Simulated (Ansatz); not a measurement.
**BFH₄SeSi: a ladder of functionals and wavefunction methods**

How much do the methods differ for BFH₄SeSi? The plan is to run it at one geometry with functionals of several rungs and with coupled cluster. The yardstick is the atomisation energy at the CCSD(T) limit.

The runs use Ansatz 0.2.0, Gaussian basis; functionals in def2-TZVPP, the program's frozen cores in correlated methods.

Levels to be run: PBE-D4, r2SCAN-D4, PBE0-D4, B3LYP-D4, ωB97X-V, ωB97M-V, B2PLYP; CCSD(T)/def2-TZVPP; MP2/def2-QZVPP; extrapolation to the limit.

### 1 The relaxed structure

The geometry comes from an earlier relaxation with PBE0-D4 in a triple-zeta def2 set; it is a stationary point, not always the lowest conformer.

8 atoms, charge 0, spin multiplicity 1.

Atoms are counted from 1 here; the program's logs count them from 0.

Bond lengths: F1–B2 1.326 Å, B2–Si3 2.029 Å, B2–Se4 1.938 Å, Si3–H5 1.487 Å, Si3–H6 1.489 Å, Si3–H7 1.489 Å, Se4–H8 1.472 Å. Angles: F1–B2–Si3 121.0°, F1–B2–Se4 119.5°, Si3–B2–Se4 119.5°, B2–Si3–H5 110.4°, B2–Si3–H6 110.0°, B2–Si3–H7 110.1°, H5–Si3–H6 109.0°, H5–Si3–H7 109.0°, H6–Si3–H7 108.4°, B2–Se4–H8 95.8°.

### 2 PBE-D4 (GGA)

in.yaml reads:

```yaml
crystal:
  periodic: [false, false, false]
  atoms:
    - {symbol: F, position_ang: [-0.163876, -0.817524, 1.742307]}
    - {symbol: B, position_ang: [-0.232135, -0.542478, 0.446710]}
    - {symbol: Si, position_ang: [0.644711, 1.121593, -0.314845]}
    - {symbol: Se, position_ang: [-1.183425, -1.747113, -0.736101]}
    - {symbol: H, position_ang: [0.425629, 1.196721, -1.783646]}
    - {symbol: H, position_ang: [0.070229, 2.337858, 0.322623]}
    - {symbol: H, position_ang: [2.108277, 1.096742, -0.044450]}
    - {symbol: H, position_ang: [-1.577211, -2.702902, 0.311600]}
basis:
  gaussian: {orbitals: def2-TZVPP}
hamiltonian: {xc: pbe, dispersion: d4}
output: {forces: true, orbitals: {seedname: orbitals}}
```

On the command line:

```
> ansatz run in.yaml --threads 4 --pin off --events-out ev --progress --plain --max-ram 10444MiB
```

After this run come: r2SCAN-D4 (meta-GGA); PBE0-D4 (hybrid); B3LYP-D4 (hybrid); ωB97X-V (range-separated); ωB97M-V (range-separated); B2PLYP (double hybrid); CCSD(T) in def2-TZVPP; MP2 in def2-QZVPP.

**Question.** What will the summary of the whole plan be? Wanted: atomisation energy, CCSD(T)/CBS; farthest; mean size of error, hybrid; mean size of error, range-separated; gap, smallest and largest; T1 diagnostic; triples share of the correlation energy.

**Answer**, as computed:

| quantity | value |
| --- | --- |
| atomisation energy, CCSD(T)/CBS | 26.849 eV |
| functionals within 0.268 eV (1.0 %) | r2SCAN-D4, PBE0-D4, B3LYP-D4, ωB97X-V, ωB97M-V |
| farthest | B2PLYP (-0.344 eV) |
| mean size of error, hybrid | 0.083 eV |
| mean size of error, range-separated | 0.093 eV |
| gap, smallest and largest | 4.38 eV (PBE-D4), 10.77 eV (ωB97X-V) |
| T1 diagnostic | 0.0131 |
| triples share of the correlation energy | 3.4 % |

PBE-D4 misses by +0.291 eV. Double hybrids carry the basis error of their MP2 part in triple zeta, and no dispersion term here, so their miss is partly the set-up's. Misses under about 0.268 eV are within the doubt on the reference itself, which lacks core-valence correlation, relativity and higher excitations, and its outer-core shells are covered unevenly. All levels share the lack of spin-orbit coupling, which lowers the free heavy atoms and so the true binding. Hartree-Fock recovers 75 % of the binding; the rest is correlation. The gap grows from 4.4 to 10.8 eV across the functionals, mostly with the share of exact exchange. Correlated methods include outer-core shells of Se, which these sets cover unevenly.
